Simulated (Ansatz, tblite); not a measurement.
# The cluster Na₁₄Cl₁₄: one state, many levels

Aim: run the singlet of the cluster Na₁₄Cl₁₄ at one geometry on many levels, and compare frontier levels, spin and run time.

Method: as each input shows; program: Ansatz 0.2.0, Gaussian basis.

Levels to be run: GFN1-xTB, GFN2-xTB, PBE-D4/def2-TZVP, r2SCAN-D4/def2-TZVP, HF/def2-TZVP, PBE-D4/def2-SVP, PBE0-D4/def2-SVP, HF/STO-3G, MP2/def2-SVP.

2 further runs of the same task are left out: 2 set aside as unsound or not needed.

## Step 1: The structure

The singlet was relaxed beforehand with r2SCAN-D4/def2-SVP.

28 atoms, charge 0, spin multiplicity 1.

Bond lengths: Cl1–Na15 2.595 Å, Cl1–Na16 2.656 Å, Cl1–Na19 2.587 Å, Cl2–Na15 2.656 Å, Cl2–Na16 2.595 Å, Cl2–Na17 2.587 Å, Cl3–Na15 2.593 Å, Cl3–Na17 2.629 Å, Cl3–Na18 2.613 Å, Cl4–Na18 2.708 Å, Cl4–Na19 2.608 Å, Cl4–Na20 2.795 Å, Cl4–Na23 2.661 Å, Cl5–Na16 2.593 Å, Cl5–Na19 2.629 Å, Cl5–Na20 2.613 Å, Cl6–Na17 2.608 Å, Cl6–Na18 2.795 Å and more. Angles: Na15–Cl1–Na16 82.6°, Na15–Cl1–Na19 108.3°, Na16–Cl1–Na19 82.3°, Na15–Cl2–Na16 82.6°, Na15–Cl2–Na17 82.3°, Na16–Cl2–Na17 108.3°, Na15–Cl3–Na17 82.7°, Na15–Cl3–Na18 122.0°, Na17–Cl3–Na18 86.3°, Na18–Cl4–Na19 112.2°, Na18–Cl4–Na20 85.1°, Na18–Cl4–Na23 86.9°, Na19–Cl4–Na20 83.1°, Na19–Cl4–Na23 156.9°, Na20–Cl4–Na23 85.7°, Na16–Cl5–Na19 82.7°, Na16–Cl5–Na20 122.0°, Na19–Cl5–Na20 86.3° and more.

PBE0-D4/def2-TZVP was run before; its log isn't repeated, and its numbers join the tables.

## Step 2: GFN1-xTB

Tight binding, by tblite at 300 K electronic temperature and without a spin-polarisation term:

```python
tblite.interface.Calculator('GFN1-xTB', numbers, positions, charge=0, uhf=0).singlepoint()
```

Energy -1774.5713 eV, HOMO -12.35 eV, LUMO -6.73 eV; 0.12 s.

## Step 3: GFN2-xTB

Tight binding, by tblite at 300 K electronic temperature and without a spin-polarisation term:

```python
tblite.interface.Calculator('GFN2-xTB', numbers, positions, charge=0, uhf=0).singlepoint()
```

Energy -1862.2655 eV, HOMO -11.25 eV, LUMO -8.91 eV; 0.23 s.

## Step 4: PBE-D4/def2-TZVP

start.molden holds the orbitals of an earlier run on this state, given as this run's starting guess.

in.yaml reads:

```yaml
crystal:
  periodic: [false, false, false]
  atoms:
    - {symbol: Cl, position_ang: [-1.412945, -1.362167, -7.400321]}
    - {symbol: Cl, position_ang: [1.411434, 1.364649, -7.399958]}
    - {symbol: Cl, position_ang: [-1.440707, 2.527014, -4.974585]}
    - {symbol: Cl, position_ang: [-1.502862, -1.360686, -2.648895]}
    - {symbol: Cl, position_ang: [1.440094, -2.526339, -4.976059]}
    - {symbol: Cl, position_ang: [1.503107, 1.359314, -2.648824]}
    - {symbol: Cl, position_ang: [-1.391141, 1.481151, 0.001285]}
    - {symbol: Cl, position_ang: [-1.502372, -1.360858, 2.651226]}
    - {symbol: Cl, position_ang: [1.391652, -1.483051, 0.001057]}
    - {symbol: Cl, position_ang: [1.503124, 1.359270, 2.650948]}
    - {symbol: Cl, position_ang: [-1.441199, 2.531758, 4.974726]}
    - {symbol: Cl, position_ang: [1.411454, 1.364678, 7.396898]}
    - {symbol: Cl, position_ang: [1.441683, -2.531574, 4.975602]}
    - {symbol: Cl, position_ang: [-1.411336, -1.363117, 7.397392]}
    - {symbol: Na, position_ang: [-1.233335, 1.218864, -7.204109]}
    - {symbol: Na, position_ang: [1.231834, -1.216482, -7.204501]}
    - {symbol: Na, position_ang: [1.182984, 2.375686, -5.029248]}
    - {symbol: Na, position_ang: [-1.291674, 1.339401, -2.651557]}
    - {symbol: Na, position_ang: [-1.183525, -2.374942, -5.030400]}
    - {symbol: Na, position_ang: [1.291835, -1.340679, -2.651946]}
    - {symbol: Na, position_ang: [1.303683, 1.226297, 0.001037]}
    - {symbol: Na, position_ang: [-1.291701, 1.339215, 2.654184]}
    - {symbol: Na, position_ang: [-1.303180, -1.228255, 0.001114]}
    - {symbol: Na, position_ang: [1.292450, -1.340811, 2.654092]}
    - {symbol: Na, position_ang: [1.182484, 2.381631, 5.028856]}
    - {symbol: Na, position_ang: [-1.233382, 1.217981, 7.200965]}
    - {symbol: Na, position_ang: [-1.181950, -2.381450, 5.029968]}
    - {symbol: Na, position_ang: [1.233483, -1.216499, 7.201072]}
basis:
  gaussian: {orbitals: def2-TZVP, fitting: {mean_field: def2-universal-jkfit}, initial_orbitals: start.molden}
hamiltonian: {xc: pbe, dispersion: d4}
scf: {omitted_lower_state_checks: [starts]}
output: {forces: true, orbitals: {seedname: orbitals}}
```

On the command line:

```bash
$ ansatz run in.yaml --threads 4 --pin off --events-out ev --progress --plain --max-ram 46080MiB --backend cuda --devices 0, --max-vram 37GiB
```

Further steps of the session: r2SCAN-D4/def2-TZVP; HF/def2-TZVP; PBE-D4/def2-SVP; PBE0-D4/def2-SVP; HF/STO-3G; MP2/def2-SVP.

Before running them: what should the planned runs give, taken together? Wanted: gap in def2-TZVP, named functionals and Hartree-Fock, smallest and largest; correlation energy, MP2/def2-SVP; PBE0 total energy, smallest basis above largest.

As calculated:

| quantity | value |
| --- | --- |
| gap in def2-TZVP, named functionals and Hartree-Fock, smallest and largest | 5.12 eV (PBE-D4), 11.85 eV (HF) |
| correlation energy, MP2/def2-SVP | -55.89 eV |
| PBE0 total energy, smallest basis above largest | 79.25 eV (def2-SVP, def2-TZVP) |

In words: Orbital gaps of the named functionals and Hartree-Fock in def2-TZVP span 5.12 eV (PBE-D4) to 11.85 eV (HF); exact exchange widens it.
